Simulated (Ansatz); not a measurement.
CH5ClGe2, SMILES [Cl][GeH]1[CH2][GeH2]1, an atomisation energy

Program: the Python package of Ansatz (0.2.0).

The cells in order, each with its output:

In [1]:
```python
from collections import Counter

import ansatz as az
from ase import Atoms
```

In [2]:
```python
def single_point(molecule, charge=0, unpaired=0):
    calc = molecule.calculation().basis(gaussian="6-31G*").functional("r2scan0")
    if charge:
        calc = calc.charge(charge)
    if unpaired:
        calc = calc.spin("collinear", total=unpaired)
    return calc.run(threads=1).report["free_energy_ev"]
```

In [3]:
```python
atoms = Atoms(["Cl", "Ge", "C", "Ge", "H", "H", "H", "H", "H"], positions=[
    (-2.828, 0.0592, 0.109),
    (-0.9119, 0.6736, -0.6006),
    (0.4303, 0.6289, 0.7169),
    (0.781, -1.0871, -0.0568),
    (-0.6441, 1.1871, -2.0546),
    (1.2993, 1.3427, 0.5258),
    (0.0967, 0.5914, 1.7714),
    (1.8515, -1.1813, -1.1411),
    (0.0138, -2.2608, 0.7129),
])
molecule = az.Crystal.molecule_from_ase(atoms)
```

In [4]:
```python
# unpaired electrons of the ground-state atoms
unpaired = {"Cl": 1, "Ge": 2, "C": 2, "H": 1}
counts = Counter(site.symbol for site in molecule.cartesian_sites)
atom_energy = {s: single_point(az.Crystal.molecule().atom(s, (0, 0, 0)), 0, unpaired[s]) for s in counts}
whole = single_point(molecule, 0, 0)
for s, e in atom_energy.items():
    print(f"{s:2s} x{counts[s]}  {e:14.5f} eV")
print(f"CH5ClGe2: {whole:.5f} eV")
split = sum(counts[s] * e for s, e in atom_energy.items()) - whole
print(f"atomisation energy (no zero-point term): {23.060548 * split:.1f} kcal/mol, {split / sum(counts.values()):.3f} eV an atom")
```
```text
Cl x1    -12519.61621 eV
Ge x2    -56507.38770 eV
C  x1     -1029.18038 eV
H  x5       -13.55743 eV
CH5ClGe2: -126657.38378 eV
atomisation energy (no zero-point term): 600.1 kcal/mol, 2.892 eV an atom
```

600.1 kcal/mol from the electronic energies, without the zero-point term.

Total energies depend on the basis set; only differences at equal settings carry meaning. The geometry is a force-field or estimated start, not a minimum of this method, and the basis set is short of its limit. All parts are taken at fixed geometry, without zero-point energy. Timing: 12 s on 1 thread of Arm Neoverse V2 (shared host), peak memory 0.38 GiB.

(Lines on the test bed's own set-up are left out of the output.)
